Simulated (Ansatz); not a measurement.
**C₂H₅FSSiZn: basis-set convergence**

Aim: see how fast density functionals converge with the basis set for C₂H₅FSSiZn.

Computed with Ansatz 0.2.0, Gaussian basis. Level: one geometry, several basis sets.

Levels to be run: PBE0-D4/def2-SVP; ωB97M-V/def2-SVP; PBE0-D4/def2-QZVPP; ωB97M-V/def2-QZVPP; the functionals' def2-TZVPP values are taken from earlier runs.

## 1. The geometry

An earlier PBE0-D4 in a triple-zeta def2 set relaxation fixed the geometry.

SMILES `F[SiH]1CC[S][Zn]1`, 11 atoms, charge 0, spin multiplicity 1.

Atoms are counted from 1 here; the program's logs count them from 0.

Bond lengths: F1–Si2 1.611 Å, Si2–C3 1.892 Å, Si2–Zn6 2.344 Å, Si2–H7 1.485 Å, C3–C4 1.542 Å, C3–H8 1.098 Å, C3–H9 1.097 Å, C4–S5 1.854 Å, C4–H10 1.091 Å, C4–H11 1.091 Å, S5–Zn6 2.199 Å. Angles: F1–Si2–C3 110.1°, F1–Si2–Zn6 115.9°, F1–Si2–H7 106.7°, C3–Si2–Zn6 85.6°, C3–Si2–H7 110.4°, Zn6–Si2–H7 125.5°, Si2–C3–C4 117.0°, Si2–C3–H8 109.3°, Si2–C3–H9 105.6°, C4–C3–H8 108.7°, C4–C3–H9 109.0°, H8–C3–H9 106.7°, C3–C4–S5 117.6°, C3–C4–H10 109.3°, C3–C4–H11 110.3°, S5–C4–H10 104.3°, S5–C4–H11 107.9°, H10–C4–H11 106.9° and more.

## 2. PBE0-D4 in def2-SVP

Contents of in.yaml:

```yaml
crystal:
  periodic: [false, false, false]
  atoms:
    - {symbol: F, position_ang: [-2.401239, 0.169003, 0.965833]}
    - {symbol: Si, position_ang: [-0.920008, 0.796181, 1.051235]}
    - {symbol: C, position_ang: [0.356660, -0.463625, 0.448499]}
    - {symbol: C, position_ang: [0.514783, -0.625740, -1.076329]}
    - {symbol: S, position_ang: [1.070314, 0.855559, -2.043671]}
    - {symbol: Zn, position_ang: [-0.246217, 2.087293, -0.785099]}
    - {symbol: H, position_ang: [-0.680535, 1.132637, 2.477514]}
    - {symbol: H, position_ang: [0.132782, -1.445025, 0.885882]}
    - {symbol: H, position_ang: [1.314749, -0.140100, 0.874917]}
    - {symbol: H, position_ang: [1.275184, -1.381337, -1.281188]}
    - {symbol: H, position_ang: [-0.416483, -0.984846, -1.517602]}
basis:
  gaussian: {orbitals: def2-SVP}
hamiltonian: {xc: pbe0, dispersion: d4}
output: {orbitals: {seedname: orbitals}}
```

The run is started by

```sh
$ ansatz run in.yaml --threads 2 --pin off --events-out ev --progress --plain --max-ram 32768MiB --backend cpu
```

Further steps of the session: ωB97M-V in def2-SVP; PBE0-D4 in def2-QZVPP; ωB97M-V in def2-QZVPP.

**Question.** What will the summary of the whole plan be? Wanted: PBE0-D4: double and triple zeta above quadruple; ωB97M-V: double and triple zeta above quadruple.

The runs gave:

| quantity | value |
| --- | --- |
| PBE0-D4: double and triple zeta above quadruple | 21.44, 2.04 eV |
| ωB97M-V: double and triple zeta above quadruple | 21.50, 1.96 eV |

For PBE0-D4 the step from double to triple zeta gains 19.39 eV and the next only 2.04 eV. These are total energies; as a rule much of such shifts cancels in differences, which this series doesn't test.
